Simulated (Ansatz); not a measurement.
**CH₅NSSi: small, medium and large basis sets**

Aim: see how fast density functionals converge with the basis set for CH₅NSSi.

Program: Ansatz 0.2.0, Gaussian basis. Level of theory: one geometry, several basis sets. These are calculated values, not measurements.

Levels to be run: PBE0-D4/def2-SVP; ωB97M-V/def2-SVP; PBE0-D4/def2-QZVPP; ωB97M-V/def2-QZVPP; the functionals' def2-TZVPP values are taken from earlier runs.

### Step 1. Structure used throughout

All runs share one geometry, relaxed beforehand with PBE0-D4/def2-TZVP.

SMILES `S[SiH]1CN1`, 9 atoms, charge 0, spin multiplicity 1.

Atoms are counted from 1 here; the program's logs count them from 0.

Bond lengths: S1–Si2 2.115 Å, S1–H5 1.344 Å, Si2–C3 1.826 Å, Si2–N4 1.701 Å, Si2–H6 1.479 Å, C3–N4 1.504 Å, C3–H7 1.088 Å, C3–H8 1.091 Å, N4–H9 1.008 Å. Angles: Si2–S1–H5 93.1°, S1–Si2–C3 128.1°, S1–Si2–N4 119.2°, S1–Si2–H6 107.2°, C3–Si2–N4 50.3°, C3–Si2–H6 119.7°, N4–Si2–H6 122.6°, Si2–C3–N4 60.6°, Si2–C3–H7 124.3°, Si2–C3–H8 117.9°, N4–C3–H7 114.1°, N4–C3–H8 117.0°, H7–C3–H8 112.6°, Si2–N4–C3 69.1°, Si2–N4–H9 131.1°, C3–N4–H9 118.6°.

As a file:

```
S    -0.5956    1.1933   -2.1368
Si    0.3442    0.6639   -0.3175
C     0.4222   -0.9796    0.4733
N    -0.5967    0.0204    0.9457
H    -1.5347    0.2390   -2.0152
H     1.4295    1.6410   -0.0846
H    -0.0070   -1.8848    0.0496
H     1.2593   -1.1858    1.1412
H    -0.6325    0.2462    1.9271
```

### Step 2. PBE0-D4 in def2-SVP

in.yaml reads:

```yaml
crystal:
  periodic: [false, false, false]
  atoms:
    - {symbol: S, position_ang: [-0.595647, 1.193278, -2.136825]}
    - {symbol: Si, position_ang: [0.344225, 0.663880, -0.317458]}
    - {symbol: C, position_ang: [0.422223, -0.979599, 0.473334]}
    - {symbol: N, position_ang: [-0.596681, 0.020386, 0.945674]}
    - {symbol: H, position_ang: [-1.534749, 0.239024, -2.015207]}
    - {symbol: H, position_ang: [1.429452, 1.641030, -0.084594]}
    - {symbol: H, position_ang: [-0.007047, -1.884838, 0.049576]}
    - {symbol: H, position_ang: [1.259257, -1.185797, 1.141218]}
    - {symbol: H, position_ang: [-0.632532, 0.246234, 1.927083]}
basis:
  gaussian: {orbitals: def2-SVP}
hamiltonian: {xc: pbe0, dispersion: d4}
output: {orbitals: {seedname: orbitals}}
```

The run is started by

```
ansatz run in.yaml --threads 2 --pin off --events-out ev --progress --plain --max-ram 4352MiB
```

The runs that follow: ωB97M-V in def2-SVP; PBE0-D4 in def2-QZVPP; ωB97M-V in def2-QZVPP.

Before running them: what should the planned runs give, taken together? Wanted: PBE0-D4: double and triple zeta above quadruple; ωB97M-V: double and triple zeta above quadruple.

As calculated:

| quantity | value |
| --- | --- |
| PBE0-D4: double and triple zeta above quadruple | 10.47, 0.76 eV |
| ωB97M-V: double and triple zeta above quadruple | 10.54, 0.72 eV |

PBE0-D4 gains 9.71 eV from double to triple zeta, then 0.76 eV more. Total energies overstate the basis error of differences, where much of it tends to cancel. The LUMO of ωB97M-V is positive and keeps falling with the basis (2.67 to 1.60 eV): an unbound level that the basis holds in place.
